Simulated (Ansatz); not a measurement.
# CH₄MoO₃: small, medium and large basis sets

The task here is to estimate one member of a computed series from the others.

Computed with Ansatz 0.2.0, Gaussian basis. Level: one geometry, several basis sets.

Levels to be run: PBE0-D4/def2-SVP; ωB97M-V/def2-SVP; PBE0-D4/def2-QZVPP; ωB97M-V/def2-QZVPP; the functionals' def2-TZVPP values are taken from earlier runs.

**Structure used throughout**

All runs share one geometry, relaxed beforehand with PBE0-D4 in a triple-zeta def2 set. Mo takes the def2 core potential; no spin-orbit term is included.

SMILES `[CH3][Mo](=[O])(=[O])[OH]`, 9 atoms, charge 0, spin multiplicity 1.

Atoms are counted from 1 here; the program's logs count them from 0.

Bond lengths: C1–Mo2 2.100 Å, C1–H6 1.092 Å, C1–H7 1.093 Å, C1–H8 1.093 Å, Mo2–O3 1.676 Å, Mo2–O4 1.676 Å, Mo2–O5 1.867 Å, O5–H9 0.960 Å. Angles: Mo2–C1–H6 110.1°, Mo2–C1–H7 109.4°, Mo2–C1–H8 108.9°, H6–C1–H7 109.2°, H6–C1–H8 109.2°, H7–C1–H8 110.0°, C1–Mo2–O3 105.6°, C1–Mo2–O4 105.9°, C1–Mo2–O5 108.5°, O3–Mo2–O4 109.8°, O3–Mo2–O5 112.4°, O4–Mo2–O5 114.0°, Mo2–O5–H9 126.1°.

The first run:

The input, in.yaml:

```yaml
crystal:
  periodic: [false, false, false]
  atoms:
    - {symbol: C, position_ang: [-0.840160, -0.934378, -0.498861]}
    - {symbol: Mo, position_ang: [0.651816, 0.489956, -0.104697]}
    - {symbol: O, position_ang: [0.721679, 1.460400, -1.469457]}
    - {symbol: O, position_ang: [2.079340, -0.373847, 0.052211]}
    - {symbol: O, position_ang: [0.169440, 1.445730, 1.425420]}
    - {symbol: H, position_ang: [-0.598398, -1.489845, -1.407185]}
    - {symbol: H, position_ang: [-0.907944, -1.630009, 0.341631]}
    - {symbol: H, position_ang: [-1.794700, -0.419214, -0.635170]}
    - {symbol: H, position_ang: [0.607428, 1.404907, 2.279008]}
basis:
  gaussian: {orbitals: def2-SVP}
hamiltonian: {xc: pbe0, dispersion: d4}
output: {orbitals: {seedname: orbitals}}
```

Among the steps run: PBE0-D4 in def2-SVP; ωB97M-V in def2-SVP; PBE0-D4 in def2-QZVPP; ωB97M-V in def2-QZVPP.

One of the session's tables, all rows but one given; the rest of the session is left out.

It belongs to the step «Functionals by basis». 

```
functional       basis  HOMO (eV)  LUMO (eV)
   PBE0-D4    def2-SVP          ?          ?
   PBE0-D4  def2-TZVPP      -8.97      -2.40
   PBE0-D4  def2-QZVPP      -8.99      -2.43
   ωB97M-V    def2-SVP     -11.28      -0.21
   ωB97M-V  def2-TZVPP     -11.28      -0.23
   ωB97M-V  def2-QZVPP     -11.30      -0.27
```

**Question.** Estimate the row for PBE0-D4, def2-SVP.

**Answer.** HOMO (eV): -8.99; LUMO (eV): -2.39.
